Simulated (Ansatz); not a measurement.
**Mo2S4, 6 atoms: time against threads and cards**

To be measured: the time of a single point at HSE06 on Mo2S4, and how the time changes with the share of the machine.

Program: Ansatz 0.2.0 (single point, HSE06, plane waves PAW). Host: AMD EPYC 7R13 (Zen 3), 96 cores, 96 hardware threads, 1656 GiB, 8 × H100 80GB HBM3, 81559 MiB; it was booked for these runs alone, one at a time. Each run is timed once from launch to exit, start-up included.

### Step 1. The system

The cell holds 6 atoms in 118 Å³, with the atoms displaced at random so that no symmetry is left.

### Step 2. The reference run

input.yaml

```yaml
crystal:
  lattice:
    - [3.192238, 0.000000, 0.000000]
    - [-1.596119, 2.764559, 0.000000]
    - [0.000000, 0.000000, 13.378294]
  atoms:
    - { symbol: Mo, position: [0.673930, 0.333061, 0.248782] }
    - { symbol: Mo, position: [0.333133, 0.660256, 0.751719] }
    - { symbol: S, position: [0.680388, 0.356665, 0.629920] }
    - { symbol: S, position: [0.323323, 0.675138, 0.376292] }
    - { symbol: S, position: [0.643588, 0.344193, 0.871382] }
    - { symbol: S, position: [0.325890, 0.677718, 0.131685] }
kpoints:
  mp_grid: { grid: [6, 6, 2] }
hamiltonian:
  xc: hse06
scf:
  occupations: { method: fixed }
  n_extra_bands: 8
output: { forces: true }
```

On the command line:

```
$ ansatz run input.yaml --backend cuda --devices 8 --events-out ev --progress --plain --runs-dir out
```

### Step 3. On 1 GPU, 48 threads

input.yaml is that of step 2.

(Steps that only read results are left out.)

**Question.** How long do these runs take on this host, and what pays? Wanted: reference; fastest over GPUs; speed-up from 1 to 8 GPUs.

The runs gave:

```
                 quantity                       value
                reference  13 s on 8 GPUs, 48 threads
        fastest over GPUs                  5.7 s on 1
speed-up from 1 to 8 GPUs        0.45 (6 % efficient)
```

**Reading.** 8 GPUs are no faster than 1: the job is too small for them. The figures hold for this build, input and host.
